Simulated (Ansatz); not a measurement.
# CH6OSSiSn: ionisation energy by level of theory

An exercise on one series of results from a longer session: the logs are not shown, and one member is left open.

Program: Ansatz 0.2.0, Gaussian basis. Level of theory: unrestricted cation, the program's frozen cores in correlated methods. These are calculated values, not measurements.

Levels to be run: UKS PBE-D4/def2-TZVPP; UKS r2SCAN-D4/def2-TZVPP; UKS PBE0-D4/def2-TZVPP; UKS B3LYP-D4/def2-TZVPP; UKS wB97X-V/def2-TZVPP; UKS wB97M-V/def2-TZVPP; UKS B2PLYP/def2-TZVPP; UHF-CCSD(T)/def2-TZVPP; UHF-MP2/def2-QZVPP; extrapolation to the limit; then −ε(HOMO) from the neutral's earlier runs with LDA (SPW92), PBE-D4, revPBE-D4, BLYP-D4, r2SCAN-D4, B97M-V, PBE0-D4, B3LYP-D4, r2SCANh-D4, r2SCAN0-D4, HSE06-D4, BHLYP-D4, CAM-B3LYP-D4, LC-ωPBE, ωB97X-V, ωB97M-V.

1 further run of the same task is left out (it didn't finish).

### The relaxed structure

The geometry comes from an earlier relaxation with PBE0-D4 in a triple-zeta def2 set; it is a stationary point, not always the lowest conformer. Sn takes the def2 core potential; no spin-orbit term is included.

SMILES `C[S][Sn][O][SiH3]`, 11 atoms, charge 0, spin multiplicity 1.

Atoms are counted from 1 here; the program's logs count them from 0.

Bond lengths: C1–S2 1.814 Å, C1–H6 1.089 Å, C1–H7 1.089 Å, C1–H8 1.089 Å, S2–Sn3 2.414 Å, Sn3–O4 1.993 Å, O4–Si5 1.631 Å, Si5–H9 1.488 Å, Si5–H10 1.493 Å, Si5–H11 1.488 Å. Angles: S2–C1–H6 110.7°, S2–C1–H7 108.5°, S2–C1–H8 108.5°, H6–C1–H7 109.9°, H6–C1–H8 109.9°, H7–C1–H8 109.3°, C1–S2–Sn3 106.2°, S2–Sn3–O4 95.9°, Sn3–O4–Si5 138.3°, O4–Si5–H9 110.3°, O4–Si5–H10 111.3°, O4–Si5–H11 110.3°, H9–Si5–H10 108.1°, H9–Si5–H11 108.6°, H10–Si5–H11 108.2°.

Coordinates:

```csv
atom,x (Å),y (Å),z (Å)
C1,-1.4514,1.7080,-0.3488
S2,-0.5463,1.8858,-1.9107
Sn3,1.1526,0.1709,-1.9018
O4,0.6707,-0.5866,-0.1226
Si5,1.1691,-1.7820,0.8681
H6,-1.0446,0.8882,0.2413
H7,-1.3685,2.6411,0.2074
H8,-2.4995,1.5161,-0.5762
H9,0.0627,-2.7482,1.1072
H10,2.3198,-2.5300,0.2798
H11,1.6008,-1.2202,2.1770
```

The first run:

File in.yaml:

```yaml
crystal:
  periodic: [false, false, false]
  atoms:
    - {symbol: C, position_ang: [-1.451449, 1.708006, -0.348825]}
    - {symbol: S, position_ang: [-0.546255, 1.885833, -1.910693]}
    - {symbol: Sn, position_ang: [1.152644, 0.170880, -1.901812]}
    - {symbol: O, position_ang: [0.670715, -0.586623, -0.122647]}
    - {symbol: Si, position_ang: [1.169094, -1.782017, 0.868106]}
    - {symbol: H, position_ang: [-1.044644, 0.888165, 0.241341]}
    - {symbol: H, position_ang: [-1.368487, 2.641102, 0.207413]}
    - {symbol: H, position_ang: [-2.499524, 1.516102, -0.576183]}
    - {symbol: H, position_ang: [0.062673, -2.748229, 1.107214]}
    - {symbol: H, position_ang: [2.319816, -2.530035, 0.279766]}
    - {symbol: H, position_ang: [1.600817, -1.220183, 2.177021]}
basis:
  gaussian: {orbitals: def2-TZVPP}
total_charge: 1
magnetization: {spin_polarized: true, initial_magnetization: 1}
hamiltonian: {xc: pbe, dispersion: d4}
```

Run with:

```sh
$ ansatz run in.yaml --threads 2 --pin off --events-out ev --progress --plain --max-ram 32768MiB --backend cuda --devices 0, --max-vram 18GiB
```

Among the steps run: Cation, UKS PBE-D4/def2-TZVPP; Cation, UKS r2SCAN-D4/def2-TZVPP; Cation, UKS PBE0-D4/def2-TZVPP; Cation, UKS B3LYP-D4/def2-TZVPP; Cation, UKS wB97X-V/def2-TZVPP; Cation, UKS wB97M-V/def2-TZVPP; Cation, UKS B2PLYP (frozen core)/def2-TZVPP; Cation, UHF-CCSD(T)/def2-TZVPP; Cation, UHF-MP2/def2-QZVPP.

One of the session's tables, all rows but one given; the rest of the session is left out.

For comparison, −ε(HOMO) of the neutral from earlier runs:

| functional | −ε(HOMO) (eV) |
| --- | --- |
| LDA (SPW92) | 6.11 |
| PBE-D4 | 5.96 |
| revPBE-D4 | 5.90 |
| BLYP-D4 | 5.79 |
| r2SCAN-D4 | 6.22 |
| B97M-V | 6.23 |
| PBE0-D4 | ? |
| B3LYP-D4 | 6.82 |
| r2SCANh-D4 | 6.62 |
| r2SCAN0-D4 | 7.22 |
| HSE06-D4 | 6.66 |
| BHLYP-D4 | 7.94 |
| CAM-B3LYP-D4 | 8.25 |
| LC-ωPBE | 9.45 |
| ωB97X-V | 9.17 |
| ωB97M-V | 9.07 |

Q: Estimate the row for PBE0-D4 from the others.

As computed: −ε(HOMO) (eV): 7.04. In the column «−ε(HOMO) (eV)» it lies between B3LYP-D4 (6.82) and r2SCAN0-D4 (7.22).
